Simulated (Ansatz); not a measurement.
# CH5GaO: the cost of one run

Program: Ansatz 0.2.0. Level of theory: RHF/def2-mTZVP. These are calculated values, not measurements.

### 1 Starting point

Bond lengths: Ga1–H2 1.770 Å, Ga1–O3 1.990 Å, O3–H4 1.010 Å, Ga1–C5 1.980 Å, C5–H6 1.110 Å, C5–H7 1.110 Å, C5–H8 1.110 Å. Angles: H2–Ga1–O3 42.6°, H2–Ga1–C5 157.4°, O3–Ga1–C5 160.0°, Ga1–O3–H4 105.4°, Ga1–C5–H6 109.5°, Ga1–C5–H7 109.5°, Ga1–C5–H8 109.5°, H6–C5–H7 109.4°, H6–C5–H8 109.4°, H7–C5–H8 109.4°.

Coordinates:

```xyz
8

Ga    0.0000    0.0000    0.0000
H     1.0752    0.0000    1.4060
O     1.9596    0.0000    0.3462
H     2.2595   -0.9519    0.1913
C    -1.7147    0.0000   -0.9900
H    -2.2748   -0.9305   -0.7608
H    -2.3188    0.8797   -0.6846
H    -1.5130    0.0508   -2.0803
```

### 2 A restrained relaxation towards end A

Springs on the bonds that form and break draw the guess towards this end; the thresholds are loose.

The input, input.yaml:

```yaml
crystal:
  periodic: [false, false, false]
  atoms:
    - { symbol: Ga, position_ang: [0.0, 0.0, 0.0] }
    - { symbol: H, position_ang: [1.0752, 0.0, 1.406] }
    - { symbol: O, position_ang: [1.9596, 0.0, 0.3462] }
    - { symbol: H, position_ang: [2.2595, -0.9519, 0.1913] }
    - { symbol: C, position_ang: [-1.7147, 0.0, -0.99] }
    - { symbol: H, position_ang: [-2.2748, -0.9305, -0.7608] }
    - { symbol: H, position_ang: [-2.3188, 0.8797, -0.6846] }
    - { symbol: H, position_ang: [-1.513, 0.0508, -2.0803] }
basis:
  gaussian: { orbitals: def2-mTZVP }
hamiltonian:
  xc: hf
relax:
  f_tol: 0.15
  max_steps: 25
  restrain:
    - { distance: [1, 2], at: 2.21, k: 30.0 }
    - { distance: [0, 1], at: 1.57, k: 30.0 }
    - { distance: [0, 2], at: 1.79, k: 30.0 }
output:
  orbitals: {}
```

On the command line:

```console
$ ansatz run input.yaml --threads 1 --pin off --max-ram 2048MiB --backend cpu --events-out ev --progress --plain --runs-dir out
```

**Question.** How long does this run take on 1 thread of Arm Neoverse V2, shared host, and how much memory does it need?

About 17 s, with a peak of 0.17 GiB.
